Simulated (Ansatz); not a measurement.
**GeSiH5 (SMILES [SiH2][GeH3]) at U-revPBE/aug-cc-pVDZ**

What is the energy change on altering one bond length of GeSiH5 at U-revPBE/aug-cc-pVDZ? 

Program for the calculation: Ansatz 0.2.0.

27 further runs of the same task are left out: 27 set aside as unsound or not needed.

## Step 1: The molecule

The species is GeSiH5 (7 atoms), meant as a doublet with charge 0. As SMILES, `[SiH2][GeH3]`. Geometry: relaxed at PBE0-D4/def2-TZVP.

Bond lengths: Si1–Ge2 2.370 Å, Si1–H3 1.489 Å, Si1–H4 1.489 Å, Ge2–H5 1.537 Å, Ge2–H6 1.541 Å, Ge2–H7 1.537 Å. Angles: Si1–Ge2–H5 109.6°, Si1–Ge2–H6 112.0°, Si1–Ge2–H7 109.7°, Ge2–Si1–H3 113.4°, Ge2–Si1–H4 113.3°, H5–Ge2–H6 108.4°, H5–Ge2–H7 108.7°, H6–Ge2–H7 108.4°, H3–Si1–H4 109.6°.

## Step 2: The energy at U-revPBE/aug-cc-pVDZ

The input, in.yaml:

```yaml
crystal:
  periodic: [false, false, false]
  atoms:
    - {symbol: Si, position_ang: [-0.094700, -1.423600, -0.163400]}
    - {symbol: Ge, position_ang: [0.288700, 0.914700, -0.097700]}
    - {symbol: H, position_ang: [0.173200, -2.103400, 1.133900]}
    - {symbol: H, position_ang: [-1.456400, -1.784700, -0.645400]}
    - {symbol: H, position_ang: [0.037100, 1.517100, -1.489000]}
    - {symbol: H, position_ang: [-0.633800, 1.622900, 0.913200]}
    - {symbol: H, position_ang: [1.746900, 1.189100, 0.302700]}
basis:
  gaussian:
    orbitals: aug-cc-pVDZ
magnetization:
  spin_polarized: true
  initial_magnetization: 1
hamiltonian:
  xc: {name: revPBE}
accuracy: high
output: {orbitals: {seedname: orbitals}}
```

The run is started by

```bash
$ ansatz run in.yaml --threads 1 --pin off --max-ram 3480MiB --events-out events.jsonl --progress --plain --runs-dir runs
```

What it wrote:

```text
Warning: RAYON_NUM_THREADS=1 ignored (pool sized by the plan → 1); use --threads N
Functional definition: revPBE
  name "revPBE"
  parameter kappa = 1.245
  parameter beta = 0.06672455060314922
  exchange = pbe_x(kappa = kappa, mu = beta*pi^2/3)
  correlation = pbe_c(beta = beta)
2189 factors; integrals over basis functions are off by at most 4.4e-9 eV
mean field evaluation 1: about -64467.6835 eV, gradient 1.2e1 eV
mean field evaluation 2: about -64468.6258 eV, gradient 5.6e0 eV
mean field evaluation 4: about -64468.9302 eV, gradient 2.7e-1 eV
mean field evaluation 8: about -64468.9263 eV, gradient 3.2e-2 eV
mean field evaluation 16: about -64468.9263 eV, gradient 1.2e-5 eV
mean field -64468.92631050 eV, -2369.1893433030 hartree, gradient 5.1e-8 eV, S^2 0.753728; 0 other end points of the search recorded, 0 dependent functions left out
reference -64468.92632187 eV, -2369.1893437209 hartree; 26, 25 occupied and 82, 83 virtual orbitals, 2189 factors
Total energy: -64468.92632187 eV, -2369.1893437209 hartree
```

Run time: 18 s. Hardware: 1 thread of Arm Neoverse V1, shared host; peak memory 0.36 GiB.

## Step 3: The distorted shape, same level

The input, run.yaml:

```yaml
crystal:
  periodic: [false, false, false]
  atoms:
    - {symbol: Si, position_ang: [-0.134892, -1.321611, -0.358031]}
    - {symbol: Ge, position_ang: [0.248508, 1.016689, -0.292331]}
    - {symbol: H, position_ang: [0.173200, -2.103400, 1.133900]}
    - {symbol: H, position_ang: [-1.496592, -1.682711, -0.840031]}
    - {symbol: H, position_ang: [-0.003092, 1.619089, -1.683631]}
    - {symbol: H, position_ang: [-0.673992, 1.724889, 0.718569]}
    - {symbol: H, position_ang: [1.706708, 1.291089, 0.108069]}
basis:
  gaussian:
    orbitals: aug-cc-pVDZ
magnetization:
  spin_polarized: true
  initial_magnetization: 1
hamiltonian:
  xc: {name: revPBE}
accuracy: high
output: {orbitals: {seedname: orbitals}}
```

The run is started by

```bash
$ ansatz run run.yaml --threads 1 --pin off --max-ram 3480MiB --events-out events.jsonl --progress --plain --runs-dir runs
```

What it wrote, cut to the lines that bear on the results:

```text
Warning: RAYON_NUM_THREADS=1 ignored (pool sized by the plan → 1); use --threads N
[... 6 set-up lines as earlier in the session ...]
2194 factors; integrals over basis functions are off by at most 4.4e-9 eV
mean field evaluation 1: about -64467.5555 eV, gradient 1.1e1 eV
mean field evaluation 2: about -64468.4133 eV, gradient 5.2e0 eV
mean field evaluation 4: about -64468.6933 eV, gradient 2.5e-1 eV
mean field evaluation 8: about -64468.6896 eV, gradient 2.9e-2 eV
mean field evaluation 16: about -64468.6896 eV, gradient 2.5e-5 eV
mean field -64468.68959259 eV, -2369.1806440804 hartree, gradient 3.1e-8 eV, S^2 0.753747; 0 other end points of the search recorded, 0 dependent functions left out
reference -64468.68960362 eV, -2369.1806444858 hartree; 26, 25 occupied and 82, 83 virtual orbitals, 2194 factors
Total energy: -64468.68960362 eV, -2369.1806444858 hartree
```

It took 18 s on 1 thread of Arm Neoverse V1, shared host; peak memory 0.36 GiB.

## Step 4: Summary of results

At U-revPBE/aug-cc-pVDZ:

```
                                                          quantity           value
                                         first shape: total energy  -2369.18934 Eh
                   first shape: HOMO energy (highest over α and β)        -5.21 eV
                    first shape: LUMO energy (lowest over α and β)        -3.49 eV
                                                 first shape: ⟨S²⟩           0.754
                                     distorted shape: total energy  -2369.18064 Eh
               distorted shape: HOMO energy (highest over α and β)        -5.26 eV
                distorted shape: LUMO energy (lowest over α and β)        -3.57 eV
                                             distorted shape: ⟨S²⟩           0.754
energy change with the Si1–H3 bond stretched from 1.489 to 1.712 Å        0.237 eV
```

With the Si1–H3 bond stretched from 1.489 to 1.712 Å the energy rises by 0.24 eV (5.5 kcal/mol). The first shape isn't relaxed at this level, so the change isn't measured from a minimum.
